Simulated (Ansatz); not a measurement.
**Ta: an axial (c/a) deformation path and further scans**

One table from this session's results is given with a row withheld; the runs are named, their logs left out.

Computed with Ansatz 0.2.0 (DFT r2SCAN, scalar-relativistic, plane waves, PAW, unless a step's input says otherwise).

2 further runs of the same task are left out: 1 that didn't finish, 1 set aside as unsound or not needed. Runs told in other sessions of the task aren't counted.

## The structure to begin with

Symmetry: P6_3/mmc, No. 194, hexagonal system. Conventional cell: a = 2.888 Å, b = 2.888 Å, c = 5.118 Å, α = 90.00°, β = 90.00°, γ = 120.00°. Ta (site symmetry -6m2) is surrounded by 12 Ta at 2.89 to 3.05 Å.

Structure file:

```
CELL_PARAMETERS angstrom
2.88799 0.00000 0.00000
-1.44399 2.50107 0.00000
0.00000 0.00000 5.11811
ATOMIC_POSITIONS crystal
Ta 0.66667 0.33333 0.75000
Ta 0.33333 0.66667 0.25000
```

It goes back to an entry of the Materials Project, which need not be the stable form.

It is the result of an earlier relaxation at this level (volume 18.48 Å³/atom; gap on the mesh: none (metal)).

The first run:

Input file input.yaml:

```yaml
crystal:
  lattice:
    - [2.8879886106, 0.0, 0.0]
    - [-1.4439943053, 2.5010715026, 0.0]
    - [0.0, 0.0, 5.1181138697]
  atoms:
    - { symbol: Ta, position: [0.6666666667, 0.3333333333, 0.75] }
    - { symbol: Ta, position: [0.3333333333, 0.6666666667, 0.25] }
basis:
  ecutwfc: 500
kpoints:
  mp_grid: { grid: [24, 24, 14] }
hamiltonian:
  xc: r2scan
scf:
  occupations: { method: gaussian, width: 0.15 }
output:
  forces: true
  stress: true
  eigenvalues: true
```

Run with:

```console
> ansatz run input.yaml --threads 1 --pin off --max-ram 2560MiB --backend cpu --events-out ev --progress --plain --runs-dir out
```

Steps of the session up to this table: Zero of the scan; Point ρ = 0.850; Point ρ = 1.200; Point ρ = 0.920; Point ρ = 1.100; At ρ = 0.960; At ρ = 1.050.

One table of the session follows, with a row left open; its other results are not shown here.

Collected from the runs (energy zero: the undisturbed cell):

| ρ | ΔE (meV/atom) | pressure (GPa) |
| --- | --- | --- |
| 0.850 | 133.1 | 0.6 |
| 0.920 | 48.0 | 0.1 |
| 0.960 | ? | ? |
| 1.000 | 0.0 | 0.1 |
| 1.050 | 20.7 | 0.9 |
| 1.100 | 81.1 | 2.3 |
| 1.200 | 306.0 | 7.3 |

Q: Estimate the row for ρ = 0.960 from the others.

Worked estimate for «ΔE (meV/atom)». A straight line through the neighbours (0.920, 48.0) and (1.000, 0.0) gives 48.0 + (0.0 − 48.0) × (0.960 − 0.920) / (1.000 − 0.920) = 24.0; a parabola fitted to 4 rows on both sides gives 15.6.

As computed: ΔE (meV/atom): 12.9; pressure (GPa): -0.1. In «ΔE (meV/atom)» the line misses by +11.1 and the parabola by +2.7.
